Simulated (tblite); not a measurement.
# C2H14OSi5: the cost of one run

Computed with tblite 0.8.0 and PySCF 2.14.0, with density-fitted response routines of our own, on a single molecule in the gas phase. Atoms count from 0, in the outputs and in this text.

## (1) The molecule as given

22 atoms, charge 0, multiplicity 1; geometry from: force field or distance geometry start.

Bonds of the start (Å): C0–O1 1.38, O1–Si2 1.74, Si2–C3 1.82, C3–Si4 1.83, Si4–Si5 2.20, Si5–Si6 2.24, Si6–Si7 2.24, Si7–Si2 2.21, C0–H8 1.11, C0–H9 1.11, C0–H10 1.11, Si2–H11 1.49, C3–H12 1.12, C3–H13 1.13, Si4–H14 1.47, Si4–H15 1.47, Si5–H16 1.48, Si5–H17 1.46, Si6–H18 1.46, Si6–H19 1.47, Si7–H20 1.46, Si7–H21 1.48.

## (2) Relaxing the molecule with GFN2-xTB

Job settings and geometry (Å):

```
{"job": {"kind": "relax", "xc": "GFN2-xTB", "basis": "xTB"}, "charge": 0, "multiplicity": 1}
C     -3.303200     0.062900    -0.658700
O     -2.091900    -0.488800    -1.031300
Si    -1.061200    -0.349400     0.369400
C      0.089600    -1.759200     0.433900
Si     1.570800    -1.686300    -0.630100
Si     2.838600     0.097900    -0.402300
Si     1.568200     1.888400    -0.870700
Si    -0.178000     1.665600     0.518200
H     -4.107200    -0.474000    -1.202700
H     -3.401300    -0.034100     0.442500
H     -3.259400     1.143800    -0.927500
H     -1.987500    -0.501400     1.525900
H     -0.501200    -2.653200     0.095200
H      0.326000    -2.016500     1.506600
H      2.407700    -2.845900    -0.281000
H      1.217600    -1.864500    -2.045100
H      3.917500     0.076000    -1.409700
H      3.466700     0.229800     0.909300
H      2.281500     3.145800    -0.656300
H      1.130800     1.762400    -2.264600
H      0.236800     1.929200     1.892900
H     -1.171400     2.690700     0.109100
```

Run with:

```
$ OMP_NUM_THREADS=1 python probes_run.py task.json out
```

This one command runs all jobs of the session in turn.

**Question.** How long does this first job take on 1 thread of Intel Xeon, shared host, and how much memory does it need?

About 5 s, with a peak of 0.18 GiB.
